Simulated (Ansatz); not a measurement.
# C₃H₉InS₃: up Jacob's ladder to CCSD(T)

Aim: compute C₃H₉InS₃ with functionals from several rungs and with coupled cluster, and see how far each lands from CCSD(T) at the basis-set limit for the atomisation energy.

Program: Ansatz 0.2.0, Gaussian basis. Level of theory: functionals in def2-TZVPP, the program's frozen cores in correlated methods. These are calculated values, not measurements.

Plan: LDA (SPW92), PBE-D4, revPBE-D4, BLYP-D4, r2SCAN-D4, B97M-V, PBE0-D4, B3LYP-D4, r2SCANh-D4, r2SCAN0-D4, HSE06-D4, BHLYP-D4, CAM-B3LYP-D4, LC-ωPBE, ωB97X-V, ωB97M-V, B2PLYP, PBE-QIDH; CCSD(T)/def2-SVP; CCSD(T)/def2-TZVPP; MP2/def2-QZVPP; extrapolation to the limit; RPA on PBE.

## (1) The geometry

All runs share one geometry, relaxed beforehand with PBE0-D4 in a triple-zeta def2 set. In takes the def2 core potential; no spin-orbit term is included.

16 atoms, charge 0, spin multiplicity 1.

Atoms are counted from 1 here; the program's logs count them from 0.

Bond lengths: C1–S2 1.822 Å, C1–H8 1.089 Å, C1–H9 1.090 Å, C1–H10 1.089 Å, S2–In3 2.373 Å, In3–S4 2.373 Å, In3–S6 2.373 Å, S4–C5 1.822 Å, C5–H11 1.089 Å, C5–H12 1.090 Å, C5–H13 1.089 Å, S6–C7 1.822 Å, C7–H14 1.089 Å, C7–H15 1.089 Å, C7–H16 1.090 Å. Angles: S2–C1–H8 111.5°, S2–C1–H9 106.4°, S2–C1–H10 111.5°, H8–C1–H9 108.7°, H8–C1–H10 109.7°, H9–C1–H10 108.7°, C1–S2–In3 100.9°, S2–In3–S4 120.0°, S2–In3–S6 120.0°, S4–In3–S6 120.0°, In3–S4–C5 100.9°, S4–C5–H11 111.5°, S4–C5–H12 106.4°, S4–C5–H13 111.5°, H11–C5–H12 108.7°, H11–C5–H13 109.7°, H12–C5–H13 108.7°, In3–S6–C7 100.9° and more.

Geometry (Å):

```mol
C3H9InS3
  3D, bonds by distance, orders not assigned

 16 15  0  0  0  0  0  0  0  0999 V2000
   -2.7642    1.6715    0.3809 C   0  0
   -1.1192    2.0725   -0.2909 S   0  0
    0.0004    0.0001    0.0002 In  0  0
   -1.1455   -1.8424    0.9620 S   0  0
    0.1624   -3.1100    0.9392 C   0  0
    2.2656   -0.2296   -0.6701 S   0  0
    2.6016    1.4385   -1.3202 C   0  0
   -2.7094    1.3927    1.4322 H   0  0
   -3.3637    2.5773    0.2897 H   0  0
   -3.2446    0.8757   -0.1863 H   0  0
    0.4931   -3.3254   -0.0758 H   0  0
   -0.2762   -4.0133    1.3634 H   0  0
    1.0150   -2.8154    1.5493 H   0  0
    1.9585    1.6748   -2.1667 H   0  0
    2.4883    2.1985   -0.5486 H   0  0
    3.6379    1.4346   -1.6584 H   0  0
  1  2  8  0
  2  3  8  0
  3  4  8  0
  4  5  8  0
  3  6  8  0
  6  7  8  0
  1  8  8  0
  1  9  8  0
  1 10  8  0
  5 11  8  0
  5 12  8  0
  5 13  8  0
  7 14  8  0
  7 15  8  0
  7 16  8  0
M  END
```

## (2) LDA

This LDA is Slater exchange with PW92 correlation.

in.yaml reads:

```yaml
crystal:
  periodic: [false, false, false]
  atoms:
    - {symbol: C, position_ang: [-2.764182, 1.671518, 0.380928]}
    - {symbol: S, position_ang: [-1.119168, 2.072465, -0.290910]}
    - {symbol: In, position_ang: [0.000408, 0.000084, 0.000213]}
    - {symbol: S, position_ang: [-1.145515, -1.842386, 0.961999]}
    - {symbol: C, position_ang: [0.162406, -3.110048, 0.939225]}
    - {symbol: S, position_ang: [2.265551, -0.229618, -0.670141]}
    - {symbol: C, position_ang: [2.601639, 1.438476, -1.320224]}
    - {symbol: H, position_ang: [-2.709429, 1.392704, 1.432179]}
    - {symbol: H, position_ang: [-3.363681, 2.577340, 0.289748]}
    - {symbol: H, position_ang: [-3.244637, 0.875674, -0.186264]}
    - {symbol: H, position_ang: [0.493101, -3.325398, -0.075757]}
    - {symbol: H, position_ang: [-0.276220, -4.013331, 1.363407]}
    - {symbol: H, position_ang: [1.014993, -2.815367, 1.549280]}
    - {symbol: H, position_ang: [1.958494, 1.674758, -2.166662]}
    - {symbol: H, position_ang: [2.488342, 2.198524, -0.548629]}
    - {symbol: H, position_ang: [3.637907, 1.434614, -1.658401]}
basis:
  gaussian: {orbitals: def2-TZVPP}
hamiltonian: {xc: lda}
output: {orbitals: {seedname: orbitals}}
```

Launch:

```sh
$ ansatz run in.yaml --threads 2 --pin off --events-out ev --progress --plain --max-ram 32768MiB --backend cuda --devices 0, --max-vram 18GiB
```

After this run come: PBE-D4 (GGA); revPBE-D4 (GGA); BLYP-D4 (GGA); r2SCAN-D4 (meta-GGA); B97M-V (meta-GGA); B3LYP-D4 (hybrid); r2SCANh-D4 (hybrid); r2SCAN0-D4 (hybrid); HSE06-D4 (hybrid); BHLYP-D4 (hybrid); CAM-B3LYP-D4 (range-separated); LC-ωPBE (range-separated); ωB97X-V (range-separated); ωB97M-V (range-separated); B2PLYP (double hybrid); PBE-QIDH (double hybrid); CCSD(T) in def2-SVP; CCSD(T) in def2-TZVPP; MP2 in def2-QZVPP; RPA on PBE orbitals.

**Question.** What will the summary of the whole plan be? Wanted: atomisation energy, CCSD(T)/CBS; farthest beyond LDA; mean size of error, GGA; mean size of error, meta-GGA; mean size of error, hybrid; mean size of error, range-separated; mean size of error, double hybrid; gap, smallest and largest; T1 diagnostic.

The runs gave:

```
                               quantity                                                                                                                        value
        atomisation energy, CCSD(T)/CBS                                                                                                                5544.0 kJ/mol
 functionals within 55.4 kJ/mol (1.0 %)  revPBE-D4, r2SCAN-D4, B97M-V, PBE0-D4, B3LYP-D4, r2SCANh-D4, r2SCAN0-D4, HSE06-D4, CAM-B3LYP-D4, ωB97X-V, ωB97M-V, PBE-QIDH
                    farthest beyond LDA                                                                                                     BHLYP-D4 (-164.4 kJ/mol)
                mean size of error, GGA                                                                                                                  66.6 kJ/mol
           mean size of error, meta-GGA                                                                                                                  19.2 kJ/mol
             mean size of error, hybrid                                                                                                                  51.1 kJ/mol
    mean size of error, range-separated                                                                                                                  31.3 kJ/mol
      mean size of error, double hybrid                                                                                                                  68.1 kJ/mol
              gap, smallest and largest                                                                                    3.39 eV (LDA (SPW92)), 10.40 eV (LC-ωPBE)
                          T1 diagnostic                                                                                                                       0.0130
triples share of the correlation energy                                                                                                                        4.2 %
```

LDA overbinds by 773.1 kJ/mol (14 %). PBE-D4 is off by +87.0 kJ/mol. Double hybrids carry the basis error of their MP2 part in triple zeta, and no dispersion term here, so their miss is partly the set-up's. The rungs meta-GGA, range-separated, hybrid miss on average by less than the doubt on the reference (55.4 kJ/mol), so they tie. The reference freezes the cores and leaves out spin-orbit coupling and excitations past (T), and its outer-core shells are covered unevenly, so misses under about 55.4 kJ/mol can't be ranked. All levels share the lack of spin-orbit coupling, which lowers the free heavy atoms and so the true binding. Hartree-Fock recovers 73 % of the binding; the rest is correlation. CCSD(T) in def2-SVP is off by -359.3 kJ/mol, more than most functionals: a good method in a small basis is no reference. The gap grows from 3.4 to 10.4 eV across the functionals, mostly with the share of exact exchange. Correlated methods include outer-core shells of In, which these sets cover unevenly.
